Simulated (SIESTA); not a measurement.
**Sr2AlBiO6 under changes of volume**

One of the cells (13.108 Å³/atom); the others are scaled copies at fixed shape and fractional positions:

```
Bi Sr Al O
1.0
     0.00000    4.03181    4.03181
     4.03181    0.00000    4.03181
     4.03181    4.03181    0.00000
Bi Sr Al O
1 2 1 6
Direct
  0.50000 0.50000 0.50000
  0.75000 0.75000 0.75000
  0.25000 0.25000 0.25000
  0.00000 0.00000 0.00000
  0.76135 0.76135 0.23865
  0.23865 0.23865 0.76135
  0.76135 0.23865 0.76135
  0.23865 0.76135 0.23865
  0.23865 0.76135 0.76135
  0.76135 0.23865 0.23865
```

The cell comes from a database or a generator and needn't be the stable form of this composition.

| Property | Result |
| --- | --- |
| Program | SIESTA 5.4.2 |
| Functional | LDA |
| Potentials or basis | PseudoDojo 0.4 standard (LDA files) |
| Basis | DZP (energy shift 0.003 Ry; two zetas on semicore shells; d shell added on Sr) |
| Grid cutoff | 800 Ry |
| Energy shift | 0.003 Ry |
| k mesh | 4 × 4 × 4 |
| Occupations | fermi-dirac, width 0.05 eV |
| Spin | no spin polarisation |

```tsv
volume (Å³/atom)	energy over the lowest point (meV/atom)	pressure (GPa)	largest force (eV/Å)
12.321	0.00	1.4	0.350
12.583	0.38	-1.7	0.304
12.846	?	?	?
13.108	15.43	-7.3	0.183
13.370	29.27	-9.6	0.136
13.632	46.75	-11.7	0.093
13.894	67.41	-13.5	0.057
```

**Question.** What does the run at 12.846 Å³/atom give?

**Answer.** Energy over the lowest point 5.61 meV/atom; pressure -4.6 GPa; largest force 0.242 eV/Å.

Worked out: A Birch-Murnaghan fit of order 3 (a polynomial in V^(-2/3)) to the other rows has its minimum at 12.43 Å³/atom with B0 = V·E''(V) = 153 GPa and B' = 4.0 at fixed shape and positions, which overstates the stiffness. It gives 5.68 meV/atom at 12.846 Å³/atom, against the run's 5.61, and -dE/dV = -4.7 GPa, against -4.6.

Energies are extrapolated to zero smearing.

Caveats: the basis of atomic orbitals isn't converged, which shifts pressures, moduli and gaps.
